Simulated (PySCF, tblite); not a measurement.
# BH10NSi3: geometry, infrared bands and NMR shifts

Aim: predict the infrared bands and NMR shifts of BH10NSi3 (`NB[SiH]([SiH3])[SiH3]`).

The runs use tblite 0.8.0 and PySCF 2.14.0, with density-fitted response routines of our own; the level of theory stands in each step. All values are computed, except where a source is named. Atoms count from 0, in the outputs and in this text.

## 1. The molecule as given

15 atoms, charge 0, multiplicity 1; geometry from: force field or distance geometry start.

Bonds of the start (Å): N0–B1 1.52, B1–Si2 1.94, Si2–Si3 2.25, Si2–Si4 2.23, N0–H5 1.03, N0–H6 1.05, B1–H7 1.17, Si2–H8 1.47, Si3–H9 1.48, Si3–H10 1.46, Si3–H11 1.47, Si4–H12 1.47, Si4–H13 1.46, Si4–H14 1.48.

## 2. Geometry optimisation with GFN2-xTB

Job settings and geometry (Å):

```
{"job": {"kind": "relax", "xc": "GFN2-xTB", "basis": "xTB"}, "charge": 0, "multiplicity": 1}
N     -1.492800    -1.084100     1.611500
B     -0.871800    -1.579100     0.314500
Si     0.302400    -0.432100    -0.718300
Si    -0.843000     1.392900    -1.362800
Si     2.033100     0.196700     0.532900
H     -0.730500    -0.779000     2.240100
H     -2.055500    -0.226000     1.369400
H     -1.073900    -2.680000    -0.040600
H      0.775700    -1.155100    -1.908000
H     -1.315100     2.100900    -0.154600
H      0.035600     2.259700    -2.142100
H     -1.999800     0.975900    -2.168100
H      2.777400    -0.991500     0.962900
H      1.548900     0.922900     1.704400
H      2.904900     1.086000    -0.263200
```

Launch:

```console
$ OMP_NUM_THREADS=1 python probes_run.py task.json out
```

This one command runs all jobs of the session in turn.

**Question.** This job is followed by: GFN2-xTB harmonic vibrations, gas phase; GIAO PBE0/pcSseg-1 NMR shielding, non-relativistic, gas phase. Predict these results of the whole session: strongest single infrared mode (GFN2-xTB); zero-point energy (GFN2-xTB); ¹H shifts against TMS (PBE0/pcSseg-1, means over atoms taken as alike); ¹⁵N shifts against NH3 (PBE0/pcSseg-1); ¹¹B shifts against BF3·OEt2 (PBE0/pcSseg-1); ²⁹Si shifts against TMS (PBE0/pcSseg-1, means over atoms taken as alike).

The runs gave:

| quantity | value |
| --- | --- |
| strongest single infrared mode (GFN2-xTB) | 772 cm⁻¹, 859 km/mol |
| zero-point energy (GFN2-xTB) | 59.5 kcal/mol |
| ¹H shifts against TMS (PBE0/pcSseg-1, means over atoms taken as alike) | 5.92, 5.21, 3.45, 3.27 ppm |
| ¹⁵N shifts against NH3 (PBE0/pcSseg-1) | 143.7 ppm |
| ¹¹B shifts against BF3·OEt2 (PBE0/pcSseg-1) | 45.5 ppm |
| ²⁹Si shifts against TMS (PBE0/pcSseg-1, means over atoms taken as alike) | -115.4, -145.4 ppm |

In words: The optimisation took 195 steps and gained 1.451 eV; among the close pairs (by a distance rule), N0–B1 changed most, from 1.521 to 1.382 Å. The lowest mode is slightly imaginary (15i cm⁻¹), a soft motion within the noise of the Hessian, so the minimum is not strictly shown. The strongest single mode, at 772 cm⁻¹, is spread over several atoms, H13, H14, H12, H10 among them. GFN2-xTB is a fitted tight-binding method: band positions and strengths are rough. Its intensities can rank the bands wrongly. At PBE0/pcSseg-1: The widest tensor belongs to N0: span 219 ppm, with a paramagnetic part of -194 ppm.
